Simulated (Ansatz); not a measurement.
# WSi (quintet): the correlation ladder, def2-SVP

One table from this session's results is given with a row withheld; the runs are named, their logs left out.

Program: Ansatz 0.2.0, Gaussian basis. Level of theory: def2-SVP, core rule «outside noble gas», up to 9 orbitals frozen. These are calculated values, not measurements.

Plan: UHF; CCSD(T) on ROHF; CCSD(T) on UHF; CISD; CCSDT(Q) on ROHF; CCSDT(Q) on UHF; CASSCF and MRCISD+Q, 10 electrons in 10 orbitals; CASSCF and NEVPT2, 10 electrons in 10 orbitals.

17 further runs of the same task are left out: 3 for a known fault of the program, 7 that didn't finish, 7 set aside as unsound or not needed.

## The geometry

The geometry is a PBE0/def2-TZVP stationary point (not a proven minimum). No spin-orbit coupling is included. Elements past krypton take def2 core potentials.

2 atoms, charge 0, spin multiplicity 5.

Atoms are counted from 1 here; the program's logs count them from 0.

Bond lengths: W1–Si2 2.328 Å.

The first run:

in.yaml reads:

```yaml
crystal:
  periodic: [false, false, false]
  atoms:
    - {symbol: W, position_ang: [0.000000, 0.000000, 0.000000]}
    - {symbol: Si, position_ang: [0.000000, 0.000000, 2.328000]}
basis:
  gaussian: {orbitals: def2-SVP}
magnetization: {spin_polarized: true, initial_magnetization: 4}
hamiltonian: {xc: hf}
output: {orbitals: {seedname: orbitals}}
```

Started as:

```console
$ ansatz run in.yaml --threads 1 --pin off --events-out ev --progress --plain --max-ram 2393MiB
```

Steps of the session up to this table: UHF; CCSD(T) on ROHF; CCSD(T) on UHF; CISD; CCSDT(Q) on ROHF; CCSDT(Q) on UHF; CASSCF and MRCISD+Q, 10 electrons in 10 orbitals; CASSCF and NEVPT2, 10 electrons in 10 orbitals.

One of the session's tables, all rows but one given; the rest of the session is left out.

It belongs to the step «Misses and costs». 

```
          method  from RCCSDT(Q) (kJ/mol)
            ROHF                   +645.2
            RMP2                        ?
            UMP2                   +126.9
            CISD                   +120.4
           RCCSD                    +45.6
           UCCSD                    +33.9
        RCCSD(T)                     +9.9
        UCCSD(T)                     +5.8
          RCCSDT                     +6.3
          UCCSDT                     -1.9
       RCCSDT(Q)                        0
       UCCSDT(Q)                     -6.6
  CASSCF valence                   +389.7
  NEVPT2 valence                    +87.5
  MRCISD valence                    +34.9
MRCISD+Q valence                     +4.2
```

**Question.** Estimate the row for RMP2.

As computed: from RCCSDT(Q) (kJ/mol): +107.2. In the column «from RCCSDT(Q) (kJ/mol)» it lies between NEVPT2 valence (+87.5) and CISD (+120.4).

Left out of the table: UHF (another determinant or state than the rows shown).

Limits of these values: The determinant is far from a pure spin state, so its energy mixes those of several spin states (harmless only where they are near-degenerate, as at dissociation). Warnings: spin contamination; coupled cluster took another determinant than the lowest; large T1 diagnostic. Restricted and unrestricted rows rest on different reference determinants; where their highest levels disagree by more than a few hundredths of an eV, they describe different states and don't form one ladder.
